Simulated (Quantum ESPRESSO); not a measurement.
Runs of Quantum ESPRESSO 7.5 on CsH5. It takes space group P4/m (No. 83, tetragonal). Conventional cell: a = 4.086 Å, b = 4.086 Å, c = 5.378 Å, α = 90.00°, β = 90.00°, γ = 90.00°. Cs (site symmetry 4/m) is surrounded by 12 H at 2.89 to 3.19 Å. H (site symmetry m) is surrounded by 1 H at 1.45 Å. Around H (site symmetry 4/m) lie 4 Cs at 2.89 Å and 8 H at 3.09 Å. The cell was built by a generator and needn't be a form met in nature.

```csv
task,level,potentials or basis,cell,cutoff (eV),smearing,most ionic steps,forc conv thr,etot conv thr,ion dynamics,cell dynamics,other keys,gap on the mesh (eV),pressure (GPa),largest force (eV/Å)
relaxation of cell and atoms,PBE+D3(BJ),PseudoDojo 0.4 SR PBE stringent,relaxed to 10 kbar,980,fermi-dirac 0.2 eV,40,0.0004 Ry/bohr,1e-05 Ry,bfgs,bfgs,press = 10,1.74,1.0,-
projected density of states,PBEsol,GBRV 1.5 LDA,as given,612,fermi-dirac 0.136 eV,-,-,-,-,-,-,none,-6.6,2.97
single point,PBE,SSSP 1.3 efficiency PBE,as given,816,fermi-dirac 0.05 eV,-,-,-,-,-,-,none,-5.3,(a)
projected density of states,PBE+D3,SPMS 1.0 PBE,as given,884,gaussian 0.05 eV,-,-,-,-,-,mixing_ndim = 4; diago_david_ndim = 4,none,-5.8,(b)
```

Alike in all rows: no spin polarisation; k mesh 7 × 7 × 5.

**Question.** Estimate the missing entries.

**Answer.** (a) 3.14; (b) 3.15.

Caveats: forces of over 1 eV/Å show positions far from the minimum, so gaps and moduli don't describe the material at rest (some runs); spin-orbit coupling is left out, which moves the levels of the heavy elements (some runs); an odd mesh through Γ misses points on the zone boundary, where band edges often lie (some runs); the potentials were made for another functional, which shifts forces and pressure (some runs); pairwise dispersion overbinds metals, which lowers pressure and volume (some runs).

A k mesh can miss the band edges, and the runs leave out spin-orbit coupling on Cs.

A gap of «none» marks a metal or a gap under the smearing width.
